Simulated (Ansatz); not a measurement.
# Zr2BN3: a trial structure relaxed, part 2 of 2

The task: take a trial cell of Zr2BN3 to zero force and stress.

Ansatz 0.2.0; DFT PBE, scalar-relativistic, plane waves, PAW.

### 4 Spin check on a coarse mesh

input.yaml reads:

```yaml
crystal:
  lattice:
    - [5.6364893518, 0.0, 0.0]
    - [-2.8182446759, 4.8813429668, 0.0]
    - [0.0, 0.0, 2.964921808]
  atoms:
    - { symbol: Zr, position: [0.3333333333, 0.6666666667, 0.0], spin: 1.0 }
    - { symbol: Zr, position: [0.6666666667, 0.3333333333, 0.0], spin: 1.0 }
    - { symbol: B, position: [0.0, 0.0, 0.0] }
    - { symbol: "N", position: [0.5, 0.0, 0.5] }
    - { symbol: "N", position: [0.5, 0.5, 0.5] }
    - { symbol: "N", position: [0.0, 0.5, 0.5] }
basis:
  ecutwfc: 420
kpoints:
  mp_grid: { grid: [6, 6, 6] }
hamiltonian:
  xc: pbe
scf:
  occupations: { method: gaussian, width: 0.1 }
  lower_state_search: "off"
output:
  forces: true
  stress: true
  eigenvalues: true
  populations: true
magnetization:
  spin_polarized: true
```

Command:

```
ansatz run input.yaml --threads 1 --pin off --max-ram 2560MiB --backend cpu --events-out ev --progress --plain --runs-dir out
```

Output, cut to the lines that bear on the results:

```text
[...]
SCF converged after 19 iterations
Magnetization: 0.0000 μB (21.0000 up, 21.0000 down)
Absolute magnetization: 0.0000 μB (∫|ρ↑−ρ↓|, with the PAW one-centre terms)
Spin contamination: 0.0000 ħ² per cell (⟨S²⟩ above its minimum at these occupations)
Per-site moments (μB) at R_I (Å): [(1.741570535341669e-7, 0.9079865585924191), (1.7415705347942078e-7, 0.9079865585924191), (2.722730435565343e-6, 1.2230302458000002), (-6.577214919726125e-7, 0.9079865585924191), (-6.577214919526878e-7, 0.9079865585924195), (-6.577214919352912e-7, [...]
Free energy (F): -9676.878198 eV
[...]
E sigma→0 (E₀):  -9676.874124 eV
Entropy (-TS):   -0.008149 eV (-1.358 meV/atom)
Fermi energy:    10.087175 eV
[...]
--- Forces (eV/Å), atoms counted from 1 ---
  atom   1  Zr     0.00000000    -0.00000000    -0.00000000
  atom   2  Zr    -0.00000000     0.00000000     0.00000000
  atom   3  B      0.00000000     0.00000000     0.00000000
  atom   4  N      0.00000000     0.00000000     0.00000000
  atom   5  N      0.00000000     0.00000000     0.00000000
  atom   6  N      0.00000000    -0.00000000     0.00000000
[...]
--- Stress (GPa, compression-positive) ---
       -0.015031       0.000000       0.000000
        0.000000      -0.015031      -0.000000
        0.000000      -0.000000       0.032728
  P = ⅓ Tr σ = 0.0009 GPa (0.009 kbar)
--- Band table (eV; the first three rows and the last of 56) ---
[... band rows left out ...]
[...]
--- Löwdin populations: 6 sites ---
  site symbol       q [e]    m [muB]
     0     Zr     10.9887     0.0000
     1     Zr     10.9887     0.0000
     2      B      3.0046     0.0000
     3      N      5.6230    -0.0000
     4      N      5.6230    -0.0000
     5      N      5.6230    -0.0000
  spilling = 0.003548 (of n_electrons = 42.000000)
```

Wall time 11 s (1 thread of Intel Xeon 6975P-C (Granite Rapids), shared host); peak memory 0.47 GiB.

Per atom:

```
atom  Löwdin electrons
 Zr1             10.99
 Zr2             10.99
  B3              3.00
  N4              5.62
  N5              5.62
  N6              5.62
```

The same cell is solved with trial moments on Zr. The largest site moment that stays is 0.00 μB and the cell's total 0.00 μB. The workflow keeps spin only above 0.25 μB on a site, so the next run goes without spin.

### 5 Relaxation on the finer mesh

The end of the coarse run is made exact in the group found at a tolerance of 0.06 Å and reduced to its primitive cell.

input.yaml reads:

```yaml
crystal:
  lattice:
    - [5.6364893518, 0.0, 0.0]
    - [-2.8182446759, 4.8813429668, 0.0]
    - [0.0, 0.0, 2.964921808]
  atoms:
    - { symbol: Zr, position: [0.3333333333, 0.6666666667, 0.0] }
    - { symbol: Zr, position: [0.6666666667, 0.3333333333, 0.0] }
    - { symbol: B, position: [0.0, 0.0, 0.0] }
    - { symbol: "N", position: [0.5, 0.0, 0.5] }
    - { symbol: "N", position: [0.5, 0.5, 0.5] }
    - { symbol: "N", position: [0.0, 0.5, 0.5] }
basis:
  ecutwfc: 420
kpoints:
  mp_grid: { grid: [12, 12, 12] }
hamiltonian:
  xc: pbe
scf:
  occupations: { method: gaussian, width: 0.1 }
output:
  forces: true
  stress: true
  eigenvalues: true
relax:
  adjacent_minimum: "off"
  f_tol: 0.01
  max_steps: 80
  cell: { stress_tol: 0.05 }
```

Command:

```
ansatz run input.yaml --threads 1 --pin off --max-ram 2560MiB --backend cpu --events-out ev --progress --plain --runs-dir out
```

Output, cut to the lines that bear on the results:

```text
Warning: RAYON_NUM_THREADS=1 ignored (pool sized by the plan → 1); use --threads N
[...]
[... 5 set-up lines as earlier in the session ...]
[...]
Crystal: 6 atoms, lattice volume = 81.576 Å³
Basis set: ecut = 420 eV, 1581 PW (Γ), exchange–correlation on 80×80×40 points (8 copies of the dense FFT grid, shifted against one another)
Bands: 27, of which v1, the nominal top of the filled ones, is band 21 counted from 1 (20 counted from 0)
[... 1 set-up line as earlier in the session ...]
Space group: P6/mmm (ITA 191), of the structure as read, at distance tolerance 4.3e-5 Å
k-points: 133 of 1728
[...]
--- Band table (eV; the first three rows and the last of 133) ---
[... band rows left out ...]
[...]
--- Relaxed structure (3 steps of the walk, 2 accepted, 1 SCFs on fresh bases) ---
  F+E_penalty+E_count = -9676.90135087 eV   max|allowed force component| = 5.060e-18 eV/Å   (the final SCF, on the basis selected at the relaxed cell)
  cell:  # Å, volume = 81.5972 Å³
    - [5.640755460591142, -6.257517879878907e-35, 0.0]
    - [-2.820377730295571, 4.8850375254077205, -4.449722489581623e-20]
    - [0.0, -2.702756052712141e-20, 2.961217081842455]
  atoms:
    - { symbol: Zr, position: [0.3333333333333333, 0.6666666666666667, 3.009265538105056e-36] }
    - { symbol: Zr, position: [0.6666666666666667, 0.3333333333333333, -7.52316384526264e-37] }
    - { symbol: B, position: [7.04850049907296e-38, 1.1130945207930412e-37, 2.8298997121333476e-73] }
    - { symbol: N, position: [0.5, 3.76158192263132e-37, 0.49999999999999994] }
    - { symbol: N, position: [0.5, 0.49999999999999994, 0.49999999999999994] }
    - { symbol: N, position: [-2.775419243482495e-17, 0.49999999999999994, 0.49999999999999994] }
```

Run time: 46 s. Hardware: 1 thread of Intel Xeon 6975P-C (Granite Rapids), shared host; peak memory 0.55 GiB.

The steps of the relaxation:

| step | E - E(step 1) (eV/cell) | largest force component (eV/Å) | pressure (GPa) | volume (Å³) |
| --- | --- | --- | --- | --- |
| 1 | 0.0000 | 0.0000 | -0.09 | 81.58 |
| 2 | 0.0007 | 0.0000 | 0.08 | 81.67 |
| 3 | -0.0002 | 0.0000 | -0.01 | 81.60 |
| 4 | -0.0002 | 0.0000 | -0.01 | 81.60 |

Step 1 is the start. Step 4 repeats the geometry before it on a plane-wave basis chosen anew for that cell, so its energy need not be comparable with the rows above. Step 2 was tried and not accepted.

|  | before | after | change |
| --- | --- | --- | --- |
| a (Å) | 5.636 | 5.641 | +0.1 % |
| b (Å) | 5.636 | 5.641 | +0.1 % |
| c (Å) | 2.965 | 2.961 | -0.1 % |
| volume (Å³/atom) | 13.60 | 13.60 | 0.0 % |
| shortest distance (Å) | 2.201 | 2.201 | 0.0 % |
| space group (0.01 Å) | P6/mmm | P6/mmm | same |

Forces and stress were held to the start's 24 operations: a distortion of lower symmetry was not tested.

### 6 Outcome

What follows sums up all 2 parts. Changes of volume or cell count from the first structure of part 1.

| quantity | value |
| --- | --- |
| symmetry at the end (tolerance 0.05 Å) | space group P6/mmm (No. 191) |
| conventional cell | a = 5.641 Å, b = 5.641 Å, c = 2.961 Å, α = 90.00°, β = 90.00°, γ = 120.00° |
| volume | 13.60 Å³/atom |
| energy over the elements (uncorrected; H, N, O, F and Cl as molecules) | -0.21 eV/atom |
| gap on the mesh | none (metal) |

**Reading.** The space group P6/mmm (No. 191) is kept, and the volume per atom grows by 24.9 % from the first guess. A negative formation energy is needed for stability but isn't enough; other structures and compounds were not set against it here. No finished test with a distortion of lower symmetry is shown, so the end may be a saddle point. Other magnetic orders were not searched.
